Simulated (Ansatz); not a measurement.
**CH₅AlBGa: one species, many methods**

An exercise on one series of results from a longer session: the logs are not shown, and one member is left open.

Program: Ansatz 0.2.0, Gaussian basis. Level of theory: functionals in def2-TZVPP, the program's frozen cores in correlated methods. These are calculated values, not measurements.

Levels to be run: LDA (SPW92), PBE-D4, revPBE-D4, BLYP-D4, r2SCAN-D4, B97M-V, PBE0-D4, B3LYP-D4, r2SCANh-D4, r2SCAN0-D4, HSE06-D4, BHLYP-D4, CAM-B3LYP-D4, LC-ωPBE, ωB97X-V, ωB97M-V, B2PLYP, PBE-QIDH; CCSD(T)/def2-SVP; CCSD(T)/def2-TZVPP; MP2/def2-QZVPP; extrapolation to the limit; RPA on PBE.

## The relaxed structure

The geometry comes from an earlier relaxation with PBE0-D4 in a triple-zeta def2 set; it is a stationary point, not always the lowest conformer.

9 atoms, charge 0, spin multiplicity 1.

Atoms are counted from 1 here; the program's logs count them from 0.

Bond lengths: B1–Ga2 2.503 Å, B1–C3 1.498 Å, B1–Al4 2.223 Å, B1–H5 1.227 Å, B1–H6 1.227 Å, C3–Al4 2.091 Å, C3–H7 1.089 Å, C3–H8 1.089 Å, Al4–H9 1.589 Å. Angles: Ga2–B1–C3 137.8°, Ga2–B1–Al4 72.8°, Ga2–B1–H5 66.0°, Ga2–B1–H6 66.0°, C3–B1–Al4 65.0°, C3–B1–H5 123.3°, C3–B1–H6 123.3°, Al4–B1–H5 103.4°, Al4–B1–H6 103.4°, H5–B1–H6 113.3°, B1–C3–Al4 74.5°, B1–C3–H7 121.2°, B1–C3–H8 121.2°, Al4–C3–H7 109.0°, Al4–C3–H8 109.0°, H7–C3–H8 112.9°, B1–Al4–C3 40.5°, B1–Al4–H9 151.9° and more.

Set-up of the first run:

Input file in.yaml:

```yaml
crystal:
  periodic: [false, false, false]
  atoms:
    - {symbol: B, position_ang: [0.156959, 0.648363, -0.646759]}
    - {symbol: Ga, position_ang: [-2.245880, 0.484456, -1.329007]}
    - {symbol: C, position_ang: [1.070874, 0.013528, 0.356209]}
    - {symbol: Al, position_ang: [-0.793231, -0.885658, 0.651424]}
    - {symbol: H, position_ang: [-0.011819, 0.207795, -1.778914]}
    - {symbol: H, position_ang: [-0.497250, 1.660160, -0.417339]}
    - {symbol: H, position_ang: [1.359715, 0.536668, 1.266976]}
    - {symbol: H, position_ang: [1.789337, -0.750112, 0.060783]}
    - {symbol: H, position_ang: [-0.740204, -1.961599, 1.819627]}
basis:
  gaussian: {orbitals: def2-TZVPP}
hamiltonian: {xc: lda}
output: {orbitals: {seedname: orbitals}}
```

Launch:

```sh
$ ansatz run in.yaml --threads 2 --pin off --events-out ev --progress --plain --max-ram 4352MiB
```

Among the steps run: LDA; PBE-D4 (GGA); revPBE-D4 (GGA); BLYP-D4 (GGA); r2SCAN-D4 (meta-GGA); B97M-V (meta-GGA); PBE0-D4 (hybrid); B3LYP-D4 (hybrid); r2SCANh-D4 (hybrid); r2SCAN0-D4 (hybrid); HSE06-D4 (hybrid); BHLYP-D4 (hybrid); CAM-B3LYP-D4 (range-separated); LC-ωPBE (range-separated); ωB97X-V (range-separated); ωB97M-V (range-separated); B2PLYP (double hybrid); PBE-QIDH (double hybrid).

One table of the session follows, with a row left open; its other results are not shown here.

It belongs to the step «Frontier levels by functional». 

```
  functional  HOMO (eV)  LUMO (eV)  gap (eV)
 LDA (SPW92)      -4.64      -2.98      1.66
      PBE-D4      -4.50      -2.77      1.73
   revPBE-D4      -4.44      -2.68      1.76
     BLYP-D4      -4.33      -2.63      1.70
   r2SCAN-D4      -4.65      -2.63      2.03
      B97M-V      -4.61      -2.68      1.94
     PBE0-D4      -5.27      -2.05      3.22
    B3LYP-D4      -5.11      -2.21      2.90
  r2SCANh-D4      -4.94      -2.37      2.57
  r2SCAN0-D4      -5.38      -1.99      3.39
    HSE06-D4      -4.90      -2.42      2.48
    BHLYP-D4      -5.91      -1.26      4.65
CAM-B3LYP-D4          ?          ?         ?
     LC-ωPBE      -7.43      -0.08      7.35
     ωB97X-V      -7.18      -0.17      7.01
     ωB97M-V      -7.03      -0.35      6.68
```

Q: Estimate the row for CAM-B3LYP-D4 from the others.

**Answer.** HOMO (eV): -6.32; LUMO (eV): -1.07; gap (eV): 5.25. In the column «HOMO (eV)» it lies between ωB97M-V (-7.03) and BHLYP-D4 (-5.91).
